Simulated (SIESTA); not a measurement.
Crystal: ZrAs.

```
Zr As
1.0
     3.80400    0.00000    0.00000
    -1.90200    3.29436    0.00000
     0.00000    0.00000   12.86700
Zr As
4 4
Cartesian
  1.9020 1.0981 11.3616
  0.0000 2.1962 4.9281
  1.9020 1.0981 7.9389
  0.0000 2.1962 1.5054
  0.0000 2.1962 9.6502
  1.9020 1.0981 3.2168
  0.0000 0.0000 6.4335
  0.0000 0.0000 0.0000
```

```yaml
Program: SIESTA 5.4.2
Task: single point
Functional: PBEsol
Potentials_or_basis: PseudoDojo 0.4 standard (PBEsol files)
Basis: DZP (energy shift 0.003 Ry; two zetas on semicore shells)
Grid_cutoff: 800 Ry
Energy_shift: 0.003 Ry
k_mesh: 8 × 8 × 2
Occupations: fermi-dirac, width 0.05 eV
Spin: no spin polarisation
```

On this cell: pressure -0.4 GPa; largest force 0.196 eV/Å; band gap on the k mesh none (metal or under the smearing width).

The same run follows on a disturbed copy (atoms moved at random, drawn with an rms of 0.05 Å):

```
Zr As
1.0
     3.80400    0.00000    0.00000
    -1.90200    3.29436    0.00000
     0.00000    0.00000   12.86700
Zr As
4 4
Direct
  0.66513 0.34481 0.88275
  0.32648 0.66619 0.38486
  0.68058 0.33844 0.61584
  0.32393 0.65760 0.12441
  0.34301 0.67438 0.75191
  0.66032 0.32784 0.25205
  0.00400 0.99054 0.49750
  0.01072 0.00990 0.00064
```

Task: What does the disturbed cell give?

Result: The energy (extrapolated to zero smearing) moves by +15.1 meV/atom; pressure -0.1 GPa; largest force 1.146 eV/Å; band gap on the k mesh none (metal or under the smearing width).

Forces on the atoms (eV/Å):
```
Zr   0.468 -0.028  0.382
Zr   0.442 -0.299  0.022
Zr  -0.130 -0.275 -0.074
Zr   0.208  0.356 -1.069
As  -0.095 -0.005 -0.350
As  -0.002  0.031  0.168
As  -0.400  0.563  0.531
As  -0.490 -0.344  0.391
```

Stress tensor (GPa, compression positive):
```
-0.83 -0.40 -0.33
-0.40 -0.27  0.02
-0.33  0.02  0.65
```

Caveats: the basis of atomic orbitals isn't converged, which shifts pressures, moduli and gaps.
